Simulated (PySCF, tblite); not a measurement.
# H₅OSeSi₂ radical: geometry, infrared bands and EPR parameters

Aim: predict the infrared bands and EPR parameters of H₅OSeSi₂ radical (`O[SiH2][Se][SiH2]`).

Computed with tblite 0.8.0 and PySCF 2.14.0, with density-fitted response routines of our own, on a single molecule in the gas phase. Atoms are numbered from 0 throughout.

## Step 1: The starting structure

9 atoms, charge 0, multiplicity 2; geometry from: force field or distance geometry start.

Bonds of the start (Å): O0–Si1 1.73, Si1–Se2 2.26, Se2–Si3 2.25, O0–H4 0.99, Si1–H5 1.46, Si1–H6 1.47, Si3–H7 1.47, Si3–H8 1.47.

## Step 2: Geometry optimisation with GFN2-xTB

What the job is given:

```
{"job": {"kind": "relax", "xc": "GFN2-xTB", "basis": "xTB"}, "charge": 0, "multiplicity": 2}
O     -2.124600    -1.045000    -0.075900
Si    -1.336300     0.487500     0.030200
Se     0.443700     0.409100    -1.366000
Si     2.385100    -0.160100    -0.392600
H     -1.416200    -1.701000    -0.298900
H     -0.978800     0.668700     1.436200
H     -2.215000     1.574600    -0.415900
H      2.267400    -1.239800     0.600900
H      2.988400     1.012000     0.248400
```

The run is started by

```bash
$ OMP_NUM_THREADS=1 python probes_run.py task.json out
```

The driver reads the jobs from task.json and runs them one after another.

Output:

```text
step      E/eV     max force
  0    -361.55910    2.664
  1    -361.71727    1.487
  2    -361.76387    1.174
  3    -361.77809    0.358
  4    -361.78521    0.299
  5    -361.79981    0.454
  6    -361.80926    0.512
  7    -361.81986    0.353
  8    -361.82526    0.202
  9    -361.83004    0.240
 10    -361.83530    0.283
 11    -361.84151    0.283
 12    -361.84646    0.187
 13    -361.84921    0.133
 14    -361.85079    0.133
 15    -361.85236    0.133
 16    -361.85375    0.099
 17    -361.85497    0.105
 18    -361.85631    0.112
 19    -361.85780    0.138
 20    -361.85898    0.103
 21    -361.85961    0.061
 22    -361.85995    0.066
 23    -361.86036    0.087
 24    -361.86113    0.119
 25    -361.86231    0.123
 26    -361.86357    0.101
 27    -361.86442    0.099
 28    -361.86494    0.112
 29    -361.86571    0.116
 30    -361.86727    0.126
 31    -361.87052    0.166
 32    -361.87293    0.190
 33    -361.87454    0.166
 34    -361.87553    0.348
 35    -361.87764    0.139
 36    -361.87866    0.109
 37    -361.88061    0.204
 38    -361.88133    0.134
 39    -361.88362    0.110
 40    -361.88581    0.104
 41    -361.88578    0.341
 42    -361.88792    0.167
 43    -361.88836    0.084
 44    -361.88906    0.110
 45    -361.88982    0.138
 46    -361.89178    0.152
 47    -361.89245    0.132
 48    -361.89297    0.079
 49    -361.89334    0.066
 50    -361.89420    0.112
 51    -361.89551    0.154
 52    -361.89741    0.178
 53    -361.89799    0.163
 54    -361.89939    0.088
 55    -361.89964    0.076
 56    -361.90005    0.034
 57    -361.90015    0.030
 58    -361.90026    0.024
 59    -361.90035    0.022
 60    -361.90052    0.025
 61    -361.90065    0.021
 62    -361.90071    0.016
 63    -361.90073    0.016
 64    -361.90075    0.016
 65    -361.90078    0.016
 66    -361.90085    0.021
 67    -361.90097    0.028
 68    -361.90112    0.027
 69    -361.90123    0.023
 70    -361.90128    0.024
 71    -361.90131    0.025
 72    -361.90138    0.024
 73    -361.90155    0.032
 74    -361.90189    0.049
 75    -361.90245    0.065
 76    -361.90305    0.076
 77    -361.90359    0.078
 78    -361.90393    0.089
 79    -361.90430    0.068
 80    -361.90481    0.154
 81    -361.90605    0.105
 82    -361.90288    0.316
 83    -361.90783    0.066
 84    -361.90866    0.057
 85    -361.90638    0.229
 86    -361.90972    0.047
 87    -361.91010    0.046
 88    -361.91057    0.079
 89    -361.91089    0.059
 90    -361.91195    0.055
 91    -361.91259    0.067
 92    -361.91318    0.065
 93    -361.91367    0.065
 94    -361.91404    0.051
 95    -361.91420    0.035
 96    -361.91446    0.042
 97    -361.91468    0.030
 98    -361.91486    0.030
 99    -361.91507    0.031
100    -361.91522    0.040
101    -361.91547    0.048
102    -361.91574    0.067
103    -361.91609    0.074
104    -361.91588    0.102
105    -361.91644    0.110
106    -361.91657    0.017
107    -361.91682    0.024
108    -361.91688    0.047
109    -361.91699    0.019
110    -361.91704    0.012
111    -361.91709    0.025
112    -361.91712    0.028
113    -361.91717    0.032
114    -361.91724    0.030
115    -361.91739    0.031
116    -361.91733    0.052
117    -361.91767    0.041
118    -361.91781    0.024
119    -361.91764    0.081
120    -361.91798    0.022
121    -361.91806    0.020
122    -361.91818    0.054
123    -361.91831    0.025
124    -361.91840    0.027
125    -361.91869    0.059
126    -361.91902    0.106
127    -361.91937    0.049
128    -361.91572    0.268
129    -361.92004    0.074
130    -361.92057    0.074
131    -361.91996    0.284
132    -361.92160    0.084
133    -361.92198    0.114
134    -361.92185    0.156
135    -361.92191    0.131
136    -361.92186    0.138
137    -361.92205    0.114
138    -361.92225    0.100
139    -361.92304    0.073
140    -361.92322    0.158
141    -361.92456    0.062
142    -361.92566    0.059
143    -361.92513    0.338
144    -361.92725    0.088
145    -361.92810    0.062
146    -361.92910    0.160
147    -361.93014    0.114
148    -361.93158    0.067
149    -361.93217    0.160
150    -361.93265    0.108
151    -361.93311    0.040
152    -361.93353    0.103
153    -361.93385    0.051
154    -361.93401    0.034
155    -361.93408    0.038
156    -361.93419    0.035
157    -361.93424    0.025
158    -361.93429    0.018
159    -361.93433    0.013
160    -361.93437    0.008
```

Run time: 2.5 s. Hardware: 1 thread of Intel Xeon at 2.50GHz, shared host.

The steps of the relaxation: (not every step is listed)

| step | energy from step 0 (eV) | largest force (eV/Å) |
| --- | --- | --- |
| 0 | 0.0000 | 2.6639 |
| 1 | -0.1582 | 1.4874 |
| 2 | -0.2048 | 1.1743 |
| 3 | -0.2190 | 0.3583 |
| 4 | -0.2261 | 0.2987 |
| 5 | -0.2407 | 0.4545 |
| 6 | -0.2502 | 0.5122 |
| 7 | -0.2608 | 0.3525 |
| 8 | -0.2662 | 0.2015 |
| 22 | -0.3009 | 0.0665 |
| 36 | -0.3196 | 0.1086 |
| 50 | -0.3351 | 0.1119 |
| 64 | -0.3417 | 0.0158 |
| 78 | -0.3448 | 0.0892 |
| 92 | -0.3541 | 0.0648 |
| 106 | -0.3575 | 0.0166 |
| 120 | -0.3589 | 0.0216 |
| 134 | -0.3628 | 0.1555 |
| 148 | -0.3725 | 0.0666 |
| 155 | -0.3750 | 0.0384 |
| 156 | -0.3751 | 0.0349 |
| 157 | -0.3751 | 0.0245 |
| 158 | -0.3752 | 0.0181 |
| 159 | -0.3752 | 0.0131 |
| 160 | -0.3753 | 0.0076 |

Distances of close pairs at the start and the end, largest changes first:

```
   bond  before (Å)  after (Å)  change (Å)
 O0–Si1       1.727      1.617      -0.110
Se2–Si3       2.245      2.288      +0.043
  O0–H4       0.991      0.954      -0.037
Si1–Se2       2.264      2.298      +0.035
 Si1–H6       1.467      1.455      -0.013
 Si1–H5       1.462      1.451      -0.011
 Si3–H7       1.472      1.464      -0.008
 Si3–H8       1.466      1.460      -0.006
```

The end geometry stands in the next job.

## Step 3: Harmonic vibrations with GFN2-xTB

What the job is given:

```
{"job": {"kind": "ir", "xc": "GFN2-xTB", "basis": "xTB"}, "charge": 0, "multiplicity": 2}
O     -1.681639    -1.168043    -0.048130
Si    -1.340773     0.405958     0.095728
Se     0.544758     0.928147    -1.110055
Si     2.102370    -0.345693    -0.020232
H     -1.672496    -1.622507    -0.887326
H     -1.079989     0.543575     1.516069
H     -2.362628     1.270797    -0.473356
H      2.141558     0.046220     1.389829
H      3.362402    -0.052459    -0.696295
```

Output:

```text
mode    cm-1     km/mol
  1      27.8      2.22
  2      74.4      0.88
  3      84.1      1.43
  4     171.7     11.28
  5     268.3    115.31
  6     347.9     72.96
  7     357.1     24.04
  8     485.9     43.09
  9     504.1     35.23
 10     562.5     72.12
 11     591.8     11.11
 12     712.2    540.99
 13     717.1     84.10
 14     742.8    209.21
 15     786.5    375.67
 16     913.3    175.78
 17    2229.8    224.54
 18    2276.3    323.11
 19    2322.1    210.33
 20    2359.0    227.12
 21    3648.3     32.23
```

Run time: 0.72 s. Hardware: 1 thread of Intel Xeon at 2.50GHz, shared host.

The strongest bands and the atoms that carry them (share of the mass-weighted mode):

```csv
cm⁻¹,km/mol,atoms
712,541.0,"H7 35 %, H8 34 %, H6 17 %"
743,209.2,"H6 47 %, H5 41 %"
786,375.7,"H4 68 %, O0 13 %, H5 13 %"
913,175.8,"O0 56 %, Si1 37 %"
2230,224.5,H7 95 %
2276,323.1,H8 94 %
2322,210.3,H6 96 %
2359,227.1,H5 96 %
```

## Step 4: EPR parameters: B3LYP/def2-TZVP-core+pcH-1

Same as in step 3 but for these lines:

```diff
@@ -1,2 +1,2 @@
-{"job": {"kind": "ir", "xc": "GFN2-xTB", "basis": "xTB"}, "charge": 0, "multiplicity": 2}
+{"job": {"kind": "epr", "basis": "pcH-1"}, "charge": 0, "multiplicity": 2}
 O     -1.681639    -1.168043    -0.048130
```

Level: UKS B3LYP, def2-TZVP-core on Se, pcH-1 on H O Si, non-relativistic, mean-field spin-orbit, GIAO.

Output:

```text
UKS, coarse grid
  cycle   1  E = -3058.76300555  |g| = 1.54e+00
  cycle   2  E = -3058.54077370  |g| = 1.07e+00
  cycle   3  E = -3058.74822838  |g| = 6.81e-01
  cycle   4  E = -3058.89474650  |g| = 7.07e-02
  cycle   5  E = -3058.89550077  |g| = 2.85e-02
  cycle   6  E = -3058.89594543  |g| = 1.44e-02
  cycle   7  E = -3058.89603435  |g| = 1.92e-03
  cycle   8  E = -3058.89603609  |g| = 7.08e-04
UKS, final grid
  cycle   1  E = -3058.89608137  |g| = 7.00e-04
  cycle   2  E = -3058.89608118  |g| = 1.02e-03
  cycle   3  E = -3058.89608163  |g| = 9.23e-05
  cycle   4  E = -3058.89608163  |g| = 3.13e-05
  cycle   5  E = -3058.89608164  |g| = 1.59e-05
E = -3058.89608164 Eh   <S^2> = 0.7521 (exact 0.7500)
g shifts (ppm)      1          2          3
  rmc          -152       -152       -152
  gc            -10         46         41
  oz_so         -99      10519      38988
  total        -258      10414      38880
hyperfine (MHz)  atom isotope    a_iso     a_fc   dipolar eigenvalues
    0   17O       0.05       0.13     -1.53      0.57      0.96
    1  29Si      -5.99      -6.09     -1.22      0.21      1.01
    2  77Se      -7.27      -4.95    -81.95    -68.22    150.17
    3  29Si    -557.38    -556.23   -154.45     76.19     78.26
    4    1H      -0.23      -0.24     -1.21     -0.92      2.13
    5    1H      -0.35      -0.37     -1.31     -0.93      2.24
    6    1H      -1.24      -1.24     -1.04     -0.67      1.71
    7    1H      89.35      89.16     -8.06      0.91      7.15
    8    1H      55.10      54.93     -8.15      0.51      7.64
```

Wall time 3.4 min (1 thread of Intel Xeon at 2.50GHz, shared host); peak memory 0.91 GiB.

Principal g values 2.00206, 2.01273, 2.04120; g(iso) = 2.01866, against 2.00232 for a free electron.

Hyperfine couplings; where a row names several nuclei, a(iso) is their mean (it holds for fast rotation or exchange) and the dipolar term the largest among them:

```
nuclei  isotope  a(iso) (MHz)  a(iso) (G, at g = 2.0023)  largest dipolar term (MHz)
   Si3     29Si        -557.4                     -198.9                      -154.4
H7, H8       1H          72.2                       25.8                        -8.2
   Se2     77Se          -7.3                       -2.6                       150.2
   Si1     29Si          -6.0                       -2.1                        -1.2
H5, H6       1H          -0.8                       -0.3                         2.2
    H4       1H          -0.2                       -0.1                         2.1
    O0      17O           0.1                        0.0                        -1.5
```

Mulliken spin populations:

```
atom  value (e)
  O0       0.00
 Si1       0.00
 Se2       0.11
 Si3       0.84
  H4       0.00
  H5       0.00
  H6       0.00
  H7       0.03
  H8       0.02
```

In first order the couplings over 0.8 MHz of 1H give 3 distinct lines over 51.6 G, if the averaged nuclei exchange fast.

The fields below are evaluated on a grid from the run's orbitals.

ELF in a plane through or near 4 of the atoms.

Values, 10 rows by 14 columns:
```
0.00 0.00 0.00 0.00 0.00 0.00 0.00 0.00 0.00 0.00 0.00 0.00 0.00 0.00
0.00 0.00 0.00 0.00 0.00 0.00 0.00 0.01 0.04 0.00 0.00 0.00 0.00 0.00
0.00 0.00 0.00 0.04 0.32 0.08 0.00 0.85 0.99 0.54 0.01 0.00 0.00 0.00
0.00 0.00 0.01 0.62 1.00 0.95 0.01 0.98 1.00 0.89 0.05 0.00 0.00 0.00
0.00 0.00 0.02 0.39 0.99 0.94 0.05 0.44 0.66 0.20 0.03 0.00 0.00 0.00
0.00 0.00 0.09 0.28 0.10 0.21 0.32 0.11 0.76 0.81 0.42 0.00 0.00 0.00
0.00 0.00 0.10 0.49 0.87 0.96 0.60 0.13 0.80 0.75 0.50 0.01 0.00 0.00
0.00 0.00 0.01 0.31 0.89 0.94 0.41 0.01 0.70 0.87 0.10 0.00 0.00 0.00
0.00 0.00 0.00 0.01 0.10 0.12 0.01 0.00 0.04 0.12 0.00 0.00 0.00 0.00
0.00 0.00 0.00 0.00 0.00 0.00 0.00 0.00 0.00 0.00 0.00 0.00 0.00 0.00
```
The map spans 11.9 Å across and 8.7 Å up, centred on the molecule. Atoms in the plane (x, y in Å): O0 (1.7, -0.8), H4 (1.7, -1.7), H5 (1.0, 1.5), H7 (-2.2, 0.9).

On the surface of density 0.002 e/bohr³ the electrostatic potential runs, from the 1st to the 99th percentile, from -1.10 V near O0 to 2.53 V near H4.

The spin density lies nearest to Si3 62 %; Se2 16 %; H7, H8 about 10 % each.

## Step 5: Results

| quantity | value |
| --- | --- |
| strongest single infrared mode (GFN2-xTB) | 712 cm⁻¹, 541 km/mol |
| zero-point energy (GFN2-xTB) | 28.9 kcal/mol |
| g(iso) (B3LYP) | 2.01866 |
| ⟨S²⟩ | 0.752 (exact 0.75) |
| largest a(iso) (averaged by class) | 29Si on Si3, -557.4 MHz |
| surface potential, 1st and 99th percentile | -1.10 V and 2.53 V |

What this shows: The optimisation took 160 steps and gained 0.375 eV; among the close pairs (by a distance rule), O0–Si1 changed most, from 1.727 to 1.617 Å. All 21 modes are real, so the xTB geometry is a minimum. The strongest single mode, at 712 cm⁻¹, is carried by H7, H8, H6. GFN2-xTB is a fitted tight-binding method: band positions and strengths are rough. Its intensities can rank the bands wrongly. Most of the unpaired spin sits on Si3 (0.84 e). The isotropic g lies 16.3 ppt above the free-electron value. The hyperfine terms hold no scalar relativity, which the heavier nuclei need.
